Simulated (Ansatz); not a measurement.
Born–Oppenheimer molecular dynamics of a periodic cell of 16 atoms, Na (start crystal Na, start structure bcc, volume 1.1 times the crystal's). It starts from a structure without forces on its atoms.

All numbers below come from DFT PBEsol, scalar-relativistic, plane waves, PAW in Ansatz 0.2.0. Settings: accuracy low, cutoff 420 eV, k mesh 1x1x1, fermi-dirac smearing 0.11 eV, no spin polarisation.

```yaml
ensemble: NVT, Langevin thermostat
time_step: 2 fs
steps_asked: 250
set_temperature: 1300 K
friction: 0.02 /fs
seed: 817942
```

First frame:

```xyz
16
Lattice="8.7331 0.0000 0.0000 0.0000 8.7331 0.0000 0.0000 0.0000 8.7331" Properties=species:S:1:pos:R:3
Na 0.000 0.000 0.000
Na 4.367 0.000 0.000
Na 0.000 4.367 0.000
Na 0.000 0.000 4.367
Na 2.183 2.183 2.183
Na 4.367 4.367 0.000
Na 4.367 0.000 4.367
Na 6.550 2.183 2.183
Na 0.000 4.367 4.367
Na 2.183 6.550 2.183
Na 2.183 2.183 6.550
Na 4.367 4.367 4.367
Na 6.550 6.550 2.183
Na 6.550 2.183 6.550
Na 2.183 6.550 6.550
Na 6.550 6.550 6.550
```

**Question.** What does the run give?

**Answer.** The run went to its last step.

```json
{
  "steps done": "250",
  "time covered": "500 fs",
  "mean temperature over the second half": "1135 K",
  "spread of the potential energy over the second half": "13.0 meV per atom",
  "mean potential energy of the second half above the start": "178.2 meV per atom"
}
```

The mean temperature of the second half is 13 % below the set value. A run of 0.5 ps of so small a system gives no equilibrium averages. Limits of this set-up: coarse k mesh, low accuracy level.

**Question.** What happens to the structure?

**Answer.** Mean squared displacements from the first frame to the last, about the centre of mass: Na 1.72 Å². Another seed would give other details.

**Question.** How do temperature and energy run in time?

**Answer.** 
| time (fs) | T (K) | potential energy less start (eV) |
| --- | --- | --- |
| 0.0 | 1219 | 0.000 |
| 24.0 | 1328 | 0.166 |
| 48.0 | 924 | 0.456 |
| 72.0 | 841 | 0.851 |
| 96.0 | 1110 | 1.537 |
| 120.0 | 1281 | 2.189 |
| 144.0 | 697 | 2.284 |
| 168.0 | 889 | 2.328 |
| 192.0 | 1097 | 2.166 |
| 216.0 | 1267 | 2.192 |
| 240.0 | 1171 | 2.375 |
| 264.0 | 1419 | 2.828 |
| 288.0 | 1064 | 3.172 |
| 312.0 | 1075 | 2.912 |
| 336.0 | 1166 | 2.705 |
| 360.0 | 1024 | 2.844 |
| 384.0 | 1362 | 2.772 |
| 408.0 | 1105 | 2.758 |
| 432.0 | 1030 | 3.121 |
| 456.0 | 1122 | 3.063 |
| 480.0 | 1168 | 2.562 |

Run time: 13 min on 1 thread of Arm Neoverse V1, on a shared host, peak memory 0.54 GiB.
